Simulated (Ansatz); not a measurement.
# AsH3 (singlet): from Hartree-Fock to the top rungs at a displaced geometry (v2), cc-pVTZ

An exercise on one series of results from a longer session: the logs are not shown, and one member is left open.

Program: Ansatz 0.2.0, Gaussian basis. Level of theory: cc-pVTZ, core rule «outside noble gas», up to 14 orbitals frozen. These are calculated values, not measurements.

Plan: UHF; CCSD(T) on RHF; BCCD(T) on RHF; CCSDT(Q) on RHF; CASSCF and NEVPT2, 8 electrons in 7 orbitals.

14 further runs of the same task are left out: 8 that didn't finish, 6 set aside as unsound or not needed. Runs told in other sessions of the task aren't counted.

### What is computed

The geometry is a PBE0/def2-TZVP stationary point (not a proven minimum) with its atoms shifted at random (size 0.100 Å). No spin-orbit coupling is included. The filled d shell of As may be among the frozen orbitals whatever the setting's name suggests.

4 atoms, charge 0, spin multiplicity 1.

Atoms are counted from 1 here; the program's logs count them from 0.

Bond lengths: As1–H2 1.396 Å, As1–H3 1.547 Å, As1–H4 1.594 Å. Angles: H2–As1–H3 91.3°, H2–As1–H4 89.1°, H3–As1–H4 91.4°.

As a file:

```xyz
4

As    0.0035    0.0012   -0.0333
H     1.0978    0.0236    0.8326
H    -0.7338    1.0640    0.8145
H    -0.6257   -1.1802    0.8317
```

Set-up of the first run:

in.yaml reads:

```yaml
crystal:
  periodic: [false, false, false]
  atoms:
    - {symbol: As, position_ang: [0.003520, 0.001246, -0.033349]}
    - {symbol: H, position_ang: [1.097758, 0.023595, 0.832628]}
    - {symbol: H, position_ang: [-0.733772, 1.063998, 0.814541]}
    - {symbol: H, position_ang: [-0.625665, -1.180215, 0.831718]}
basis:
  gaussian: {orbitals: cc-pVTZ}
magnetization: {spin_polarized: true, initial_magnetization: 0}
hamiltonian: {xc: hf}
output: {orbitals: {seedname: orbitals}}
```

On the command line:

```
> ansatz run in.yaml --threads 1 --pin off --events-out ev --progress --plain --max-ram 2393MiB
```

Among the steps run: UHF; CCSD(T) on RHF; BCCD(T) on RHF; CCSDT(Q) on RHF; CASSCF and NEVPT2, 8 electrons in 7 orbitals.

One table of the session follows, with a row left open; its other results are not shown here.

```
        method  from RCCSDT(Q) (meV)
           RHF               +5198.1
          RMP2                     ?
         RCCSD                +183.8
      RCCSD(T)                 +26.4
       BCCD(T)                 +25.9
        RCCSDT                  +5.9
     RCCSDT(Q)                     0
CASSCF valence               +3798.5
NEVPT2 valence                +903.5
```

Estimate the missing values for RMP2.

The run gave: from RCCSDT(Q) (meV): +920.3. In the column «from RCCSDT(Q) (meV)» it lies between NEVPT2 valence (+903.5) and CASSCF valence (+3798.5).
